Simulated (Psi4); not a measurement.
# Si2H8O2 (SMILES O[SiH3].O[SiH3]): PBE-D3(BJ)/def2-SVPD (density fitting, counterpoise (cp, nocp), fragments set)

We compute the interaction energy of Si2H8O2. 

Program for the calculation: Psi4 1.11.

4 further runs of the same task are left out: 4 set aside as unsound or not needed.

**1. The system as given**

Si2H8O2: 12 atoms, total charge 0, spin state singlet. SMILES: `O[SiH3].O[SiH3]`. Geometry: relaxed at GFN2-xTB.

Bond lengths: O1–Si2 1.624 Å, O7–Si8 1.624 Å, O1–H3 0.953 Å, Si2–H4 1.471 Å, Si2–H5 1.454 Å, Si2–H6 1.460 Å, O7–H9 0.952 Å, Si8–H10 1.465 Å, Si8–H11 1.454 Å, Si8–H12 1.465 Å. Some angles: O1–Si2–H4 109.5°, O1–Si2–H5 101.1°, O1–Si2–H6 110.7°, Si2–O1–H3 122.7°, O7–Si8–H10 110.7°, O7–Si8–H11 101.7°, O7–Si8–H12 110.5°, Si8–O7–H9 122.3°, H4–Si2–H5 112.2°, H4–Si2–H6 109.0°.

**2. The interaction energy at PBE-D3(BJ)/def2-SVPD (density fitting, counterpoise (cp, nocp), fragments set)**

Input file input.inp:

```
memory 1600 mb

molecule {
  0 1
  O      0.404080    -3.168560     1.808170
  Si     0.020610    -1.690240     1.255390
  H     -0.251090    -3.794560     2.102190
  H     -0.828680    -1.817940     0.061380
  H      1.337580    -1.160670     0.939010
  H     -0.699950    -0.930620     2.273140
  --
  0 1
  O     -0.244360     1.302940    -0.504460
  Si     0.049610     2.471210    -1.593190
  H     -0.155520     0.378300    -0.712940
  H      1.448380     2.434910    -2.025730
  H     -0.270900     3.669760    -0.834740
  H     -0.809750     2.305450    -2.768210
  symmetry c1
  no_reorient
  no_com
}

set globals {
  basis def2-SVPD
}

e_tot, wfn = energy("pbe-d3bj", bsse_type=['cp', 'nocp'], return_wfn=True)
```

The run is started by

```sh
$ psi4 -n 1 input.inp input.out
```

**Question.** What will come out? Wanted: interaction energy.

Answer, from the run:

At PBE-D3(BJ)/def2-SVPD (density fitting, counterpoise (cp, nocp), fragments set):

| quantity | value |
| --- | --- |
| interaction energy | -5.04 kJ/mol |
